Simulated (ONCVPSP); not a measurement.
# Boron: generating and testing an ONCV potential

Task: generate the file, and judge it by its errors in other configurations, its logarithmic derivatives, its ghosts and its cutoff.

Method: ONCVPSP 4.0.1, BLYP, scalar-relativistic.

## 1. Starting point

Typed settings, in words:

```
element                 : boron (B, Z = 5)
type                    : optimised norm-conserving Vanderbilt (ONCV)
frozen core             : [He]
valence charge          : 3
reference configuration : 2s1 (charge +2)
partial waves           : 2s: rc 1.05 bohr, ncon 4, nbas 7, qcut 8 1/bohr, 2 projectors, debl 3.3 Ha; p scattering state at 0.14 Ha: rc 1.05 bohr, ncon 5, nbas 8, qcut 8.3 1/bohr, 3 projectors, debl 2.9 Ha; d scattering state at 0.46 Ha: rc 1.15 bohr, ncon 4, nbas 9, qcut 9.2 1/bohr, 2 projectors, debl 2.6 Ha
local potential         : polynomial inside 0.70 bohr (lpopt 5, dvloc0 0 Ha)
core correction         : Teter function fitted to the true core (icmod 2), fcfact 0.6
```

An earlier all-electron run gives the scale for the radii.

All-electron outer shells of the reference configuration (BLYP, scalar-relativistic, ld1.x):

```tsv
shell	level (eV)	outermost node (bohr)	outermost maximum (bohr)
1s	-211.70	–	0.21
2s	-31.46	0.45	1.35
2p	-25.56	–	1.24
```

## 2. Generation

B.dat reads:

```
# ATOM AND REFERENCE CONFIGURATION
# atsym  z   nc   nv     iexc    psfile
  B 5.00    1    1  -106131      upf
#
#   n    l    f
    1    0    2.00
    2    0    1.00
#
# PSEUDOPOTENTIAL AND OPTIMIZATION
# lmax
    2
#
#   l,   rc,      ep,       ncon, nbas, qcut
    0    1.05    0.00    4    7    8.00
    1    1.05    0.14    5    8    8.30
    2    1.15    0.46    4    9    9.20
#
# LOCAL POTENTIAL
# lloc, lpopt,  rc(5),   dvloc0
    4    5    0.70    0.00
#
# VANDERBILT-KLEINMAN-BYLANDER PROJECTORs
# l, nproj, debl
    0    2    3.30
    1    3    2.90
    2    2    2.60
#
# MODEL CORE CHARGE
# icmod, fcfact, rcfact
    2    0.60    1.05
#
# LOG DERIVATIVE ANALYSIS
# epsh1, epsh2, depsh
   -3.00    5.00    0.02
#
# OUTPUT GRID
# rlmax, drl
    6.00    0.01
#
# TEST CONFIGURATIONS
# ncnf
    4
# nvcnf
#   n    l    f
    2
    2    0    2.00
    2    1    1.00
#
    1
    2    0    2.00
#
    2
    2    0    2.00
    2    1    0.50
#
    2
    2    0    1.00
    2    1    1.00
#
```

The run is started by

```console
oncvpsp.x < B.dat > B.out
```

**Question.** What will these runs give? Wanted: cutoffs for 1 and 0.1 mHa per electron, occupied waves; bound ghosts; GHOST(+) flags; largest test error; largest phase difference near zero energy, channels read; rms error of d²Exc/dn², without and with the model core; projector energies reset by the program.

As calculated:

| quantity | value |
| --- | --- |
| cutoffs for 1 and 0.1 mHa per electron, occupied waves | 14 Ha and 59 Ha |
| bound ghosts | s at -135.36 eV, p at -2606.94 eV |
| GHOST(+) flags | none at low energy |
| largest test error (AE − PS) | +43 meV, for 2s2 2p1 |
| largest phase difference near zero energy, channels read | 0.000 rad |
| rms error of d²Exc/dn², without and with the model core | 16.02 and 3.53 mHa |
| projector energies reset by the program | p: 0.050, 2.950, 5.850 Ha |

A bound ghost (s, p) makes it unfit for use: electrons can fall into a state that the atom doesn't have. The worst unpolarised test, 2s2 2p1, is off by 43 meV on 33.5 eV; by total energies transferability rates as fair. By its cutoff, 14 Ha for the looser tolerance, it is soft on the atom at that tolerance. The tighter tolerance needs 59 Ha, and converged work needs a cutoff nearer that. That counts occupied waves only; other projectors can need more. Near zero energy the phases of the channels with partial waves agree within 0.001 rad. These are tests on the free atom; a crystal test is still owed.
